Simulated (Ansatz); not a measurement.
**GaH₂ (doublet): wave-function methods side by side at angle H2–Ga1–H3 = 120.5°, aug-cc-pVDZ**

Aim: climb from Hartree-Fock through coupled cluster and multireference methods for GaH₂ (doublet) at one geometry and basis, and see what each rung misses.

Computed with Ansatz 0.2.0, Gaussian basis. Level: aug-cc-pVDZ, core rule «outside noble gas», up to 14 orbitals frozen.

Plan: UHF; CCSD(T) on ROHF; CCSD(T) on UHF; BCCD(T) on ROHF; CISD; CCSDT(Q) on ROHF; CCSDT(Q) on UHF; CASSCF and MRCISD+Q, 3 electrons in 3 orbitals; CASSCF and NEVPT2, 3 electrons in 3 orbitals; CASSCF and MRCISD+Q, 5 electrons in 6 orbitals; CASSCF and NEVPT2, 5 electrons in 6 orbitals; Full CI.

16 further runs of the same task are left out: 11 that didn't finish, 5 set aside as unsound or not needed.

## Step 1: The geometry

The geometry derives from a PBE0/def2-TZVP stationary point (not a proven minimum). One angle is set to the value named; bond lengths are kept. No spin-orbit coupling is included. The filled d shell of Ga may be among the frozen orbitals whatever the setting's name suggests; the logs give the count.

3 atoms, charge 0, spin multiplicity 2.

Atoms are counted from 1 here; the program's logs count them from 0.

Bond lengths: Ga1–H2 1.593 Å, Ga1–H3 1.593 Å. Angles: H2–Ga1–H3 120.5°.

## Step 2: UHF

Input file in.yaml:

```yaml
crystal:
  periodic: [false, false, false]
  atoms:
    - {symbol: Ga, position_ang: [0.000000, -0.022229, 0.000000]}
    - {symbol: H, position_ang: [0.000000, 0.768845, -1.383112]}
    - {symbol: H, position_ang: [0.000000, 0.768845, 1.383112]}
basis:
  gaussian: {orbitals: aug-cc-pVDZ}
magnetization: {spin_polarized: true, initial_magnetization: 1}
hamiltonian: {xc: hf}
output: {orbitals: {seedname: orbitals}}
```

Launch:

```
$ ansatz run in.yaml --threads 1 --pin off --events-out ev --progress --plain --max-ram 2393MiB
```

The runs that follow: CCSD(T) on ROHF; CCSD(T) on UHF; BCCD(T) on ROHF; CISD; CCSDT(Q) on ROHF; CCSDT(Q) on UHF; CASSCF and MRCISD+Q, 3 electrons in 3 orbitals; CASSCF and NEVPT2, 3 electrons in 3 orbitals; CASSCF and MRCISD+Q, 5 electrons in 6 orbitals; CASSCF and NEVPT2, 5 electrons in 6 orbitals; Full CI.

Q: Predict the results of all the runs planned. Wanted: FCI below the RHF energy; RMP2 from FCI; UMP2 from FCI; RCCSD from FCI; RCCSD(T) from FCI; UCCSD(T) from FCI; RCCSDT(Q) from FCI; UCCSDT(Q) from FCI; NEVPT2 pair from FCI.

As calculated:

| quantity | value |
| --- | --- |
| FCI below the RHF energy | -2.1898 eV |
| RMP2 from FCI | +584.9 meV |
| UMP2 from FCI | +573.5 meV |
| RCCSD from FCI | +47.5 meV |
| RCCSD(T) from FCI | +12.9 meV |
| UCCSD(T) from FCI | +7.3 meV |
| RCCSDT(Q) from FCI | -0.7 meV |
| UCCSDT(Q) from FCI | -6.2 meV |
| NEVPT2 pair from FCI | +565.8 meV |
| MRCISD+Q pair from FCI | -21.2 meV |
| NEVPT2 valence from FCI | +419.7 meV |
| levels within 1 kcal/mol (43 meV) | UCCSD, RCCSD(T), UCCSD(T), BCCD(T), RCCSDT, UCCSDT, RCCSDT(Q), UCCSDT(Q), MRCISD+Q pair, MRCISD valence, MRCISD+Q valence |
| T1 diagnostic | 0.020 |
| effectively unpaired electrons | 1.03 |

What this shows: RCCSD(T) misses by +12.9 meV, 0.6 % of the correlation energy. UCCSDT, UCCSDT(Q), MRCISD+Q pair, MRCISD+Q valence fall below full CI: unrestricted runs freeze a spin-polarised core, another one than full CI's, and coupled cluster isn't variational. One determinant dominates. Of the multireference levels listed MRCISD+Q valence comes nearest in total energy (-12.6 meV), which doesn't show that its space is the better one. These misses are within one basis, not against nature; the frozen cores of restricted and unrestricted runs differ, which can shift their rows.
